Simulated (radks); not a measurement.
**Sn⁻ inside a hard spherical wall**

What does compression do to the levels of Sn⁻? A hard sphere of shrinking radius stands in for pressure; the configuration is held at [Kr] 4d10 5s2 5p3.

The numbers are computed with radks (a radial shooting solver on a logarithmic mesh, Libxc functionals) version 1 (scalar-relativistic Kohn-Sham, PBEsol, spin-unpolarised, spherical densities, finite nucleus), except any that are marked as measured or tabulated.

### Step 1. What is computed

- element: tin (Z = 50)
- charge: -1
- electrons: 51
- configuration: [Kr] 4d10 5s2 5p3
- nuclear rms radius: 4.6519 fm

Outer shells as boxes (Hund's rule):

Sn⁻
```
[Kr] core
4d [↑↓][↑↓][↑↓][↑↓][↑↓]
5s [↑↓]
5p [↑ ][↑ ][↑ ]
```

### Step 2. Wall at 20 bohr

Settings of this run:

```text
Z 50
configuration [Kr] 4d10 5s2 5p3 6s0 4f0 5d0
relativity scalar-relativistic
functional pbe_sol,pbe_sol
spin unpolarised
nucleus finite rms 4.6519 fm
wall 20 bohr
c 137.035999084
```

Run with:

```
$ python run_ks.py task.json out
```

This one command runs every case of the session in turn.

### Step 3. Wall at 15 bohr

Input: that of step 2 with these lines changed.

```diff
@@ -6,3 +6,3 @@
 nucleus finite rms 4.6519 fm
-wall 20 bohr
+wall 15 bohr
 c 137.035999084
```

### Step 4. Wall at 12 bohr

Input: that of step 3 with these lines changed.

```diff
@@ -6,3 +6,3 @@
 nucleus finite rms 4.6519 fm
-wall 15 bohr
+wall 12 bohr
 c 137.035999084
```

### Step 5. Wall at 8 bohr

Input: that of step 4 with these lines changed.

```diff
@@ -6,3 +6,3 @@
 nucleus finite rms 4.6519 fm
-wall 12 bohr
+wall 8 bohr
 c 137.035999084
```

### Step 6. Wall at 5 bohr

Input: that of step 5 with these lines changed.

```diff
@@ -6,3 +6,3 @@
 nucleus finite rms 4.6519 fm
-wall 8 bohr
+wall 5 bohr
 c 137.035999084
```

### Step 7. Wall at 4 bohr

Input: that of step 6 with these lines changed.

```diff
@@ -6,3 +6,3 @@
 nucleus finite rms 4.6519 fm
-wall 5 bohr
+wall 4 bohr
 c 137.035999084
```

### Step 8. Wall at 3 bohr

Input: that of step 7 with these lines changed.

```diff
@@ -6,3 +6,3 @@
 nucleus finite rms 4.6519 fm
-wall 4 bohr
+wall 3 bohr
 c 137.035999084
```

### Step 9. Wall at 2.5 bohr

Input: that of step 8 with these lines changed.

```diff
@@ -6,3 +6,3 @@
 nucleus finite rms 4.6519 fm
-wall 3 bohr
+wall 2.5 bohr
 c 137.035999084
```

### Step 10. Wall at 1.5 bohr

Input: that of step 9 with these lines changed.

```diff
@@ -6,3 +6,3 @@
 nucleus finite rms 4.6519 fm
-wall 2.5 bohr
+wall 1.5 bohr
 c 137.035999084
```

Q: Predict the outcome of this session. Wanted: for each run, R; E − E(widest); ε(5p); ε(6s, empty); ε(5d, empty); ε(4f, empty); pressure.

As calculated:

| R (bohr) | E − E(widest) (eV) | ε(5p) (eV) | ε(6s, empty) (eV) | ε(5d, empty) (eV) | ε(4f, empty) (eV) | pressure (GPa) |
| --- | --- | --- | --- | --- | --- | --- |
| 20 | 0.000 | 1.166 | 1.976 | 2.586 | 3.088 | 0.000417 |
| 15 | 0.025 | 1.285 | 2.580 | 3.634 | 4.619 | 0.00421 |
| 12 | 0.096 | 1.492 | 3.346 | 4.720 | 6.366 | 0.0273 |
| 8 | 0.864 | 2.594 | 6.860 | 7.967 | 11.707 | 0.752 |
| 5 | 9.039 | 7.833 | 23.302 | 18.060 | 24.859 | 29.8 |
| 4 | 25.635 | 14.709 | 44.319 | 29.459 | 35.802 | 157 |
| 3 | 92.857 | 35.110 | 102.30 | 59.687 | 56.950 | 1305 |
| 2.5 | 206.79 | 63.084 | 173.95 | 96.605 | 77.348 | 4974 |
| 1.5 | 1815.3 | 338.11 | 751.89 | 395.65 | 210.84 | 187890 |

In words: At the tightest wall, 1.5 bohr, the energy stands 1815.3 eV above the widest wall (20 bohr) and the pressure, −dE/dV, is 187890 GPa. Of the levels in the table that exist at both ends, 6s (empty) rises most from the widest wall (20 bohr) (749.92 eV). From R = 20 bohr inwards the highest occupied level lies above zero, in an anion first from self-interaction, then from the wall. Shells are not refilled when levels cross, and a hard wall is a model, not a crystal.
